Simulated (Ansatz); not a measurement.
# CH6BFOSi: the cost of one run

All numbers below are computed with Ansatz 0.2.0 (RKS PBE/def2-SVP).

## (1) Starting point

Bond lengths: B1–C2 1.529 Å, C2–Si3 1.840 Å, Si3–O4 1.691 Å, Si3–F5 1.706 Å, B1–H6 1.226 Å, B1–H7 1.207 Å, C2–H8 1.124 Å, C2–H9 1.106 Å, Si3–H10 1.487 Å, O4–H11 1.065 Å. Angles (14 of 16 angles, heavy atoms first): B1–C2–Si3 108.7°, C2–Si3–O4 113.5°, C2–Si3–F5 109.7°, O4–Si3–F5 109.2°, B1–C2–H8 108.6°, B1–C2–H9 110.3°, Si3–C2–H8 107.9°, Si3–C2–H9 107.3°, C2–B1–H6 122.7°, C2–B1–H7 122.5°, C2–Si3–H10 111.1°, O4–Si3–H10 105.7°, F5–Si3–H10 107.3°, Si3–O4–H11 103.7°.

As a file:

```xyz
11

B    -0.8165    1.0399   -0.9782
C    -0.3616   -0.4003   -0.7371
Si    0.9216   -0.4014    0.5812
O     0.3682    0.1960    2.0632
F     1.5175   -1.9843    0.8030
H    -1.3839    1.7085   -0.1207
H    -0.7170    1.5804   -2.0525
H     0.1103   -0.7907   -1.6799
H    -1.2071   -1.0132   -0.3741
H     2.0764    0.4582    0.2068
H    -0.4425   -0.4500    2.3089
```

## (2) Preparing the start

input.yaml reads:

```yaml
crystal:
  periodic: [false, false, false]
  atoms:
    - { symbol: B, position_ang: [-0.8165, 1.0399, -0.9782] }
    - { symbol: C, position_ang: [-0.3616, -0.4003, -0.7371] }
    - { symbol: Si, position_ang: [0.9216, -0.4014, 0.5812] }
    - { symbol: O, position_ang: [0.3682, 0.196, 2.0632] }
    - { symbol: F, position_ang: [1.5175, -1.9843, 0.803] }
    - { symbol: H, position_ang: [-1.3839, 1.7085, -0.1207] }
    - { symbol: H, position_ang: [-0.717, 1.5804, -2.0525] }
    - { symbol: H, position_ang: [0.1103, -0.7907, -1.6799] }
    - { symbol: H, position_ang: [-1.2071, -1.0132, -0.3741] }
    - { symbol: H, position_ang: [2.0764, 0.4582, 0.2068] }
    - { symbol: H, position_ang: [-0.4425, -0.45, 2.3089] }
basis:
  gaussian: { orbitals: def2-SVP }
hamiltonian:
  xc: pbe
relax:
  f_tol: 0.02
  max_steps: 40
scf:
  lower_state_search: "off"
```

Launch:

```console
$ ansatz run input.yaml --threads 2 --pin off --max-ram 3072MiB --backend cpu --events-out ev --progress --plain --runs-dir out
```

Q: Estimate wall time and peak memory on 2 threads of Arm Neoverse N1, shared host.

About 62 s, with a peak of 0.17 GiB.
